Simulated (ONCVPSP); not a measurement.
**Boron: generating and testing an ONCV potential**

Task: generate the file, and judge it by its errors in other configurations, its logarithmic derivatives, its ghosts and its cutoff.

Program: ONCVPSP 4.0.1. Reference atom: PBEsol, scalar-relativistic, spherical and spin-unpolarised. All values are calculated.

## Step 1: The atom and the settings

The settings as typed:

```
element                 : boron (B, Z = 5)
type                    : optimised norm-conserving Vanderbilt (ONCV)
frozen core             : [He]
valence charge          : 3
reference configuration : 2s2 2p0.5 (charge +0.5)
partial waves           : 2s: rc 1.50 bohr, ncon 3, nbas 6, qcut 5.3 1/bohr, 1 projector; 2p: rc 3.40 bohr, ncon 3, nbas 6, qcut 4.3 1/bohr, 2 projectors, debl 1.5 Ha
local potential         : polynomial inside 0.95 bohr (lpopt 5, dvloc0 2 Ha)
core correction         : Teter function, fcfact 4.5, rcfact 1.45
```

## Step 2: Generation

File B.dat:

```
# ATOM AND REFERENCE CONFIGURATION
# atsym  z   nc   nv     iexc    psfile
  B 5.00    1    2  -116133      upf
#
#   n    l    f
    1    0    2.00
    2    0    2.00
    2    1    0.50
#
# PSEUDOPOTENTIAL AND OPTIMIZATION
# lmax
    1
#
#   l,   rc,      ep,       ncon, nbas, qcut
    0    1.50    0.00    3    6    5.30
    1    3.40    0.00    3    6    4.30
#
# LOCAL POTENTIAL
# lloc, lpopt,  rc(5),   dvloc0
    4    5    0.95    2.00
#
# VANDERBILT-KLEINMAN-BYLANDER PROJECTORs
# l, nproj, debl
    0    1    0.70
    1    2    1.50
#
# MODEL CORE CHARGE
# icmod, fcfact, rcfact
    3    4.50    1.45
#
# LOG DERIVATIVE ANALYSIS
# epsh1, epsh2, depsh
   -2.00    5.00    0.02
#
# OUTPUT GRID
# rlmax, drl
    6.00    0.01
#
# TEST CONFIGURATIONS
# ncnf
    4
# nvcnf
#   n    l    f
    2
    2    0    2.00
    2    1    1.00
#
    2
    2    0    2.00
    2    1    0.00
#
    2
    2    0    1.00
    2    1    0.00
#
    2
    2    0    1.00
    2    1    2.00
#
```

Started as:

```
$ oncvpsp.x < B.dat > B.out
```

Q: Predict the outcome of this session. Wanted: cutoffs for 1 and 0.1 mHa per electron, occupied waves; bound ghosts; GHOST(+) flags; largest test error; largest phase difference near zero energy, channels read; rms error of d²Exc/dn², without and with the model core.

The runs gave:

| quantity | value |
| --- | --- |
| cutoffs for 1 and 0.1 mHa per electron, occupied waves | 10 Ha and 14 Ha |
| bound ghosts | none found |
| GHOST(+) flags | none at low energy |
| largest test error (AE − PS) | +213 meV, for 2s1 2p0 |
| largest phase difference near zero energy, channels read | 0.044 rad |
| rms error of d²Exc/dn², without and with the model core | 1.87 and 1.06 mHa |

**Reading.** The worst unpolarised test, 2s1 2p0, is off by 213 meV on 30.5 eV; by total energies transferability rates as poor. It counts as soft on the atom at that tolerance, with 10 Ha needed at the looser tolerance. At the looser tolerance the 2s wave is the slowest; 2p needs 6 Ha. The program's ghost test flags no bound state. Near zero energy the largest phase difference among the channels read is 0.04 rad, in the p channel. All of this concerns the isolated atom, not yet a solid.
